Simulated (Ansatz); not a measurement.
The system is GaB.

```
Ga B
1.0
     2.71824    0.00000    0.00000
     0.00000    2.71824    0.00000
     0.00000    0.00000    3.23621
Ga B
1 1
Cartesian
  1.3591 1.3591 1.6181
  0.0000 0.0000 0.0000
```

The cell was built by a generator and needn't be a form met in nature.

Below is the output of Ansatz 0.2.0 for this cell. Logs are shortened: lines on timing, memory, paths and dates and some standing lists are left out, and cuts for length are marked.

```text
Warning: RAYON_NUM_THREADS=2 ignored (pool sized by the plan → 2); use --threads N
Engine: ansatz 0.2.0, x86_64-unknown-linux-gnu
Pseudopotentials: kind: paw
Pseudopotential: Ga, paw, valence charge 13, recommended cutoff 420 eV (normal), Ga.paw.azcp
Pseudopotential: B, paw, valence charge 3, recommended cutoff 420 eV (normal), B.paw.azcp
Functional definition: PBE
  parameter kappa = 0.804
  parameter beta = 0.06672455060314922
  exchange = pbe_x(kappa = kappa, mu = beta*pi^2/3)
  correlation = pbe_c(beta = beta)
Crystal: 2 atoms, lattice volume = 23.912 Å³
Basis set: ecut = 420 eV, 471 PW (Γ), exchange–correlation on 40×40×48 points (8 copies of the dense FFT grid, shifted against one another)
Bands: 12, of which v1, the nominal top of the filled ones, is band 8 counted from 1 (7 counted from 0)
Symmetry: 16 space group operations
Space group: P4/mmm (ITA 123), of the structure as read, at distance tolerance 2.9e-5 Å
k-points: 105 of 800
Non-local potential: Ga, projectors of the file, l = 0: 2, l = 1: 2, l = 2: 3, l = 3: 1
Non-local potential: B, projectors of the file, l = 0: 2, l = 1: 2, l = 2: 1
PAW form: soft (Blöchl's): semilocal exchange-correlation on the pseudo side does not see the compensation charge
PAW one-centre angular grid: Ga, 590 points (default); XC on 64 Gauss nodes
PAW one-centre angular grid: B, 110 points (default); XC on 64 Gauss nodes
Initial density: superposition of atomic densities (neutral atoms: chi_scale 0, normalization atom), corrected by the library's trained network
Initial wavefunctions: pseudopotential atomic-orbital guess
Functional: x = pbe(κ = 0.804, μ = 0.2195149727645171), c = pbe(β = 0.06672455060314922)
SCF iter   1: F=—  HF=-3936.477271 eV  |F-HF|=—  |Δ(HF+E_count)|=         —  Δρ=3.84e-3  dr2=2.50e-3  ethr=1.77e-3  ⟨swp⟩=5.1  Hψ=6549  notcnv=0
preconditioner: auto → none  [metal: Δε(μ)=0.065 eV  Ē_g=16.549 eV  σ=0.050 eV  W_gap=0.31  n_scr=6 (ndim 8)  ℏωp=30.4 eV  f_vac=0.000  D(μ)=0.62/eV (n_scr^D=2)  sad-step TF]
SCF iter   2: F=—  HF=-3936.476736 eV  |F-HF|=—  |Δ(HF+E_count)|=   5.35e-4  Δρ=2.40e-3  dr2=1.02e-3  ethr=1.56e-5  ⟨swp⟩=1.3  Hψ=2133  notcnv=0
[... 48 lines left out ...]
basis re-selected at this cell: Δ(F+E_penalty+E_count) = +3.876e-4 eV, ΔP = -0.013 GPa vs the last step (what re-selecting the basis moved, of the pressure what is left beyond the Pulay correction that the steps carried, after the strain that the cell walked since its last selection, with what the two solves' SCF thresholds leave and, on support functions, any second-order correction that the steps lacked; it is no measure of the basis error at this ecutwfc). This SCF's stress stands 1.63e-2 GPa from its target on what of the cell is left free (relax.cell.stress_tol is 5.00e-2 GPa) and its largest allowed force component is 1.65e-30 eV/Å (relax.f_tol is 1.00e-2 eV/Å): within both
SCF converged after 6 iterations
Free energy (F): -3936.474032 eV
Harris-Foulkes:  -3936.474032 eV  (|F-HF|=4.55e-13)
Internal energy: -3936.468778 eV  (E = F + TS)
E sigma→0 (E₀):  -3936.471405 eV
Entropy (-TS):   -0.005254 eV (-2.627 meV/atom)
Fermi energy:    11.400002 eV
--- Per-component energies (eV) ---
  E_band       = 1.374867
  E_kinetic    = 156.944170
  E_local      = -1803.845602  (includes V_loc(G=0)·N_el)
  E_nonlocal   = 439.070781
  E_hartree    = 858.825024
  E_xc         = -99.716646
  E_vxc        = -94.239537  (∫ρ·V_xc dr)
  E_paw        = -2067.501509  (= ΣΔE_a)
  E_vpaw       = -414.204887  (= ΣTr[D̂ρ^β])
  E_aug_tail   = -0.000104  (compensation charges beyond the density's cutoff)
  E_ewald      = -1420.244892
  E_smearing   = -0.005254  (= −TS)
  E_closure    = -0.000000  (closes the sum)
  Σ components = -3936.474032   (vs F -3936.474032, Δ=0.00e0)
--- Forces (eV/Å), atoms counted from 1 ---
  atom   1  Ga     0.00000000     0.00000000     0.00000000
  atom   2  B     -0.00000000    -0.00000000     0.00000000
  max |Σ_I F_I| component: 3.06e-30 eV/Å
--- Stress (GPa, compression-positive) ---
        1.987735       0.000000       0.000000
        0.000000       1.987735       0.000000
        0.000000       0.000000       1.983663
  P = ⅓ Tr σ = 1.9864 GPa (19.864 kbar)
--- Band table (eV; the first three rows and the last of 105) ---
  k-point 0: bands = ["-3.9220", "-3.7623", "-3.4333", "-3.4333", "-3.3865", "-2.0906", "9.7498", "13.5020", "14.0888", "14.0888", "20.6128", "20.9598"]
  k-point 1: bands = ["-3.9199", "-3.7504", "-3.4408", "-3.4408", "-3.3861", "-1.8709", "8.1043", "14.2721", "14.2721", "15.2210", "20.9132", "21.1549"]
  k-point 2: bands = ["-3.9148", "-3.7245", "-3.4587", "-3.4587", "-3.3850", "-1.2090", "5.6296", "14.7784", "14.7784", "17.5717", "21.7419", "21.7783"]
  k-point 104: bands = ["-3.8629", "-3.7312", "-3.7312", "-3.3411", "-3.2306", "9.4507", "10.0526", "10.0526", "10.9635", "11.5266", "11.5266", "12.8692"]
--- Relaxed structure (4 steps of the walk, 4 accepted, 1 SCFs on fresh bases) ---
  F+E_penalty+E_count = -3936.47403194 eV   max|allowed force component| = 1.652e-30 eV/Å   (the final SCF, on the basis selected at the relaxed cell)
  cell:  # Å, volume = 23.4596 Å³
    - [2.704613760814674, 3.407156838620577e-35, 0.0]
    - [3.407156838620577e-35, 2.704613760814674, 0.0]
    - [0.0, 0.0, 3.2070824691105044]
  atoms:
    - { symbol: Ga, position: [0.5, 0.5, 0.5] }
    - { symbol: B, position: [-1.772167229409373e-35, 4.290953961399342e-36, 0.0] }
```

Q: What input gives this log?

A: Relaxation of cell and atoms with PBE, no spin polarisation. The files as run (others can give the same):

input.yaml
```yaml
crystal:
  lattice:
    - [2.71824, 0.0, 0.0]
    - [0.0, 2.71824, 0.0]
    - [0.0, 0.0, 3.23621]
  atoms:
    - { symbol: Ga, position: [0.5, 0.5, 0.5] }
    - { symbol: B, position: [0.0, 0.0, 0.0] }
hamiltonian:
  xc: pbe
  pseudopotentials: { kind: paw }
kpoints:
  mp_grid: { grid: [10, 10, 8] }
scf:
  occupations: { method: fermi_dirac, width: 0.05 }
output:
  forces: true
  stress: true
  eigenvalues: true
  write_density: true
  write_potential: true
  elf: true
  volumetric_format: npy
relax:
  f_tol: 0.01
  max_steps: 40
  cell: { stress_tol: 0.05, p_target: 2.0 }
```

Potentials or basis: Ansatz PAW.
Run with:
```bash
$ ansatz run input.yaml --threads 2 --pin off --max-ram 5632MiB --backend cpu --events-out ev --progress --plain --runs-dir out
```

Caveat: the plane-wave basis is chosen anew once the cell has moved, so the energies of steps on either side of that aren't comparable.
